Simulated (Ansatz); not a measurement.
# Li2YCu: the cost of one run

All numbers below are computed with Ansatz 0.2.0 (DFT PBE, scalar-relativistic, plane waves, PAW).

## (1) The starting structure

The cell holds 16 atoms (Cu4Li8Y4): a = 7.156 Å, b = 6.687 Å, c = 6.995 Å, α = 89.47°, β = 89.46°, γ = 88.12°.

It is the last frame of an earlier stage of the same melt, run at 1470 K.

Structure file:

```cif
data_structure
_symmetry_space_group_name_H-M 'P 1'
_symmetry_Int_Tables_number 1
_cell_length_a 7.1562
_cell_length_b 6.6867
_cell_length_c 6.9946
_cell_angle_alpha 89.469
_cell_angle_beta 89.456
_cell_angle_gamma 88.117
_cell_volume 334.49
loop_
_atom_site_label
_atom_site_type_symbol
_atom_site_fract_x
_atom_site_fract_y
_atom_site_fract_z
_atom_site_occupancy
Li1 Li 0.83850 0.37545 0.73364 1
Li2 Li 0.35341 0.38263 0.17466 1
Li3 Li 0.92829 0.49327 0.36956 1
Li4 Li 0.07745 0.22688 0.27496 1
Li5 Li 0.75997 0.52199 0.07026 1
Li6 Li 0.93320 0.08507 0.95412 1
Li7 Li 0.61148 0.62813 0.60679 1
Li8 Li 0.32637 0.43452 0.55397 1
Y1 Y 0.13738 0.79776 0.12049 1
Y2 Y 0.13988 0.81907 0.64053 1
Y3 Y 0.41618 0.10095 0.83658 1
Y4 Y 0.68917 0.05540 0.34130 1
Cu1 Cu 0.11806 0.17226 0.59254 1
Cu2 Cu 0.70659 0.84058 0.92186 1
Cu3 Cu 0.40862 0.63132 0.86795 1
Cu4 Cu 0.14663 0.39346 0.94900 1
```

## (2) A single point on the frame at 1470 K

The electrons keep the Fermi-Dirac width of that temperature.

Input file input.yaml:

```yaml
crystal:
  lattice:
    - [7.155228, 0.113509, 0.033364]
    - [0.113509, 6.685703, 0.0314]
    - [0.033364, 0.0314, 6.99446]
  atoms:
    - { symbol: Li, position: [0.8384954687, 0.3754499604, 0.7336395493] }
    - { symbol: Li, position: [0.3534065421, 0.3826336731, 0.1746606428] }
    - { symbol: Li, position: [0.928293579, 0.4932707588, 0.3695643421] }
    - { symbol: Li, position: [0.0774458538, 0.2268786796, 0.2749584481] }
    - { symbol: Li, position: [0.7599716474, 0.521986068, 0.0702559264] }
    - { symbol: Li, position: [0.9331978022, 0.0850704312, 0.9541231029] }
    - { symbol: Li, position: [0.6114778987, 0.6281300728, 0.6067855609] }
    - { symbol: Li, position: [0.3263693611, 0.4345152307, 0.5539672422] }
    - { symbol: "Y", position: [0.1373838363, 0.797762732, 0.1204867303] }
    - { symbol: "Y", position: [0.1398795787, 0.8190722523, 0.6405298228] }
    - { symbol: "Y", position: [0.4161751796, 0.1009547556, 0.8365803293] }
    - { symbol: "Y", position: [0.6891701627, 0.0553961452, 0.3412968903] }
    - { symbol: Cu, position: [0.1180575351, 0.1722641831, 0.5925373402] }
    - { symbol: Cu, position: [0.7065931817, 0.8405795862, 0.9218608947] }
    - { symbol: Cu, position: [0.4086195698, 0.6313210218, 0.8679452072] }
    - { symbol: Cu, position: [0.1466256991, 0.3934582597, 0.948995337] }
basis:
  ecutwfc: 420
kpoints:
  mp_grid: { grid: [3, 4, 3] }
hamiltonian:
  xc: pbe
scf:
  occupations: { method: fermi_dirac, width: 0.1267 }
output:
  forces: true
  stress: true
  eigenvalues: true
  populations: true
  write_density: true
  write_potential: true
  elf: true
  volumetric_format: npy
```

On the command line:

```bash
> ansatz run input.yaml --threads 2 --pin off --max-ram 5120MiB --backend cpu --events-out ev --progress --plain --runs-dir out
```

Q: Estimate wall time and peak memory on 2 threads of Arm Neoverse V1, shared host.

About 51 s, with a peak of 0.85 GiB.
